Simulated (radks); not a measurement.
# I⁺ in [Kr] 4d10 5s1 5p4 6p1: an all-electron calculation

The task here is to estimate one member of a computed series from the others.

The numbers are computed with radks (a radial shooting solver on a logarithmic mesh, Libxc functionals) version 1 (non-relativistic Kohn-Sham, TASK exchange with Perdew-Wang LDA correlation, spin-unpolarised, spherical densities, point nucleus), except any that are marked as measured or tabulated.

## Starting point

| Item | Value |
| --- | --- |
| element | iodine (Z = 53) |
| charge | +1 |
| electrons | 52 |
| configuration | [Kr] 4d10 5s1 5p4 6p1 |

The outer shells:

I⁺
```
[Kr] core
4d [↑↓][↑↓][↑↓][↑↓][↑↓]
5s [↑ ]
5p [↑↓][↑ ][↑ ]
6p [↑ ][  ][  ]
```

Set-up of the first run:

The run's settings:

```text
Z 53
configuration [Kr] 4d10 5s1 5p4 6p1
relativity non-relativistic
functional task,pw
spin unpolarised
nucleus point
```

Steps of the session up to this table: Self-consistent calculation.

One table of the session follows, with a row left open; its other results are not shown here.

It belongs to the step «Radial structure». Radial moments (bohr):

| level | <r> | outermost maximum (interpolated) | 90 % within | nodes |
| --- | --- | --- | --- | --- |
| 1s | 0.02871 | 0.0190 | 0.0511 | 0 |
| 2s | 0.1236 | 0.105 | 0.190 | 1 |
| 2p | 0.1053 | 0.0820 | 0.171 | 0 |
| 3s | 0.3280 | 0.299 | 0.481 | 2 |
| 3p | 0.3183 | 0.285 | 0.477 | 1 |
| 3d | 0.2889 | 0.233 | 0.453 | 0 |
| 4s | 0.7725 | 0.709 | 1.11 | 3 |
| 4p | 0.8064 | 0.728 | 1.18 | 2 |
| 4d | 0.9108 | 0.775 | 1.38 | 1 |
| 5s | 1.962 | 1.76 | 2.83 | 4 |
| 5p | ? | ? | ? | ? |
| 6p | 6.724 | 6.25 | 9.19 | 4 |

Q: Estimate the row for 5p from the others.

The run gave: <r>: 2.203; outermost maximum (interpolated): 1.96; 90 % within: 3.19; nodes: 3. In the column «<r>» it lies between 5s (1.962) and 6p (6.724).
